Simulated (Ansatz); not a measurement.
**C3H10ClHfNOS: how energies converge with the basis set**

The task here is to estimate one member of a computed series from the others.

The runs use Ansatz 0.2.0, Gaussian basis; one geometry, several basis sets.

Levels to be run: PBE0-D4/def2-SVP; ωB97M-V/def2-SVP; PBE0-D4/def2-QZVPP; ωB97M-V/def2-QZVPP; the functionals' def2-TZVPP values are taken from earlier runs.

2 further runs of the same task are left out: 2 that didn't finish.

**The geometry**

All runs share one geometry, relaxed beforehand with PBE0-D4 in a triple-zeta def2 set. Hf takes the def2 core potential; no spin-orbit term is included.

SMILES `C[O][Hf]([SH])([Cl])[N](C)C`, 18 atoms, charge 0, spin multiplicity 1.

Atoms are counted from 1 here; the program's logs count them from 0.

Bond lengths: C1–O2 1.392 Å, C1–H9 1.094 Å, C1–H10 1.094 Å, C1–H11 1.094 Å, O2–Hf3 1.897 Å, Hf3–S4 2.463 Å, Hf3–Cl5 2.379 Å, Hf3–N6 2.001 Å, S4–H12 1.347 Å, N6–C7 1.448 Å, N6–C8 1.440 Å, C7–H13 1.098 Å, C7–H14 1.098 Å, C7–H15 1.098 Å, C8–H16 1.098 Å, C8–H17 1.099 Å, C8–H18 1.091 Å. Angles: O2–C1–H9 110.2°, O2–C1–H10 110.3°, O2–C1–H11 110.6°, H9–C1–H10 108.7°, H9–C1–H11 108.5°, H10–C1–H11 108.5°, C1–O2–Hf3 171.7°, O2–Hf3–S4 111.6°, O2–Hf3–Cl5 112.3°, O2–Hf3–N6 107.3°, S4–Hf3–Cl5 111.4°, S4–Hf3–N6 102.7°, Cl5–Hf3–N6 111.1°, Hf3–S4–H12 93.4°, Hf3–N6–C7 114.8°, Hf3–N6–C8 131.8°, C7–N6–C8 113.3°, N6–C7–H13 111.4° and more.

Set-up of the first run:

in.yaml reads:

```yaml
crystal:
  periodic: [false, false, false]
  atoms:
    - {symbol: C, position_ang: [-2.051981, 2.307122, 0.965249]}
    - {symbol: O, position_ang: [-1.145227, 1.543115, 0.236363]}
    - {symbol: Hf, position_ang: [-0.084516, 0.530789, -0.966647]}
    - {symbol: S, position_ang: [-1.474371, -0.816913, -2.489243]}
    - {symbol: Cl, position_ang: [1.456268, 1.886323, -2.170125]}
    - {symbol: N, position_ang: [0.866799, -0.862980, 0.108534]}
    - {symbol: C, position_ang: [1.853373, -1.629066, -0.624768]}
    - {symbol: C, position_ang: [0.772049, -1.235612, 1.496766]}
    - {symbol: H, position_ang: [-1.520192, 3.033378, 1.587071]}
    - {symbol: H, position_ang: [-2.654071, 1.664232, 1.614420]}
    - {symbol: H, position_ang: [-2.724773, 2.849819, 0.294556]}
    - {symbol: H, position_ang: [-1.902877, 0.258313, -3.178619]}
    - {symbol: H, position_ang: [1.615130, -2.700429, -0.615997]}
    - {symbol: H, position_ang: [2.860119, -1.494864, -0.208064]}
    - {symbol: H, position_ang: [1.894317, -1.317384, -1.676436]}
    - {symbol: H, position_ang: [0.486023, -2.290319, 1.606422]}
    - {symbol: H, position_ang: [1.731377, -1.098147, 2.014199]}
    - {symbol: H, position_ang: [0.022551, -0.627375, 2.006320]}
basis:
  gaussian: {orbitals: def2-SVP}
hamiltonian: {xc: pbe0, dispersion: d4}
output: {orbitals: {seedname: orbitals}}
```

Among the steps run: PBE0-D4 in def2-SVP; ωB97M-V in def2-SVP; PBE0-D4 in def2-QZVPP; ωB97M-V in def2-QZVPP.

One of the session's tables, all rows but one given; the rest of the session is left out.

It belongs to the step «Functionals by basis». 

| functional | basis | HOMO (eV) |
| --- | --- | --- |
| PBE0-D4 | def2-SVP | -6.86 |
| PBE0-D4 | def2-TZVPP | -6.90 |
| PBE0-D4 | def2-QZVPP | -6.92 |
| ωB97M-V | def2-SVP | -9.10 |
| ωB97M-V | def2-TZVPP | -9.15 |
| ωB97M-V | def2-QZVPP | ? |

**Question.** Estimate the row for ωB97M-V, def2-QZVPP.

**Answer.** HOMO (eV): -9.17. In the column «HOMO (eV)» it is the lowest.
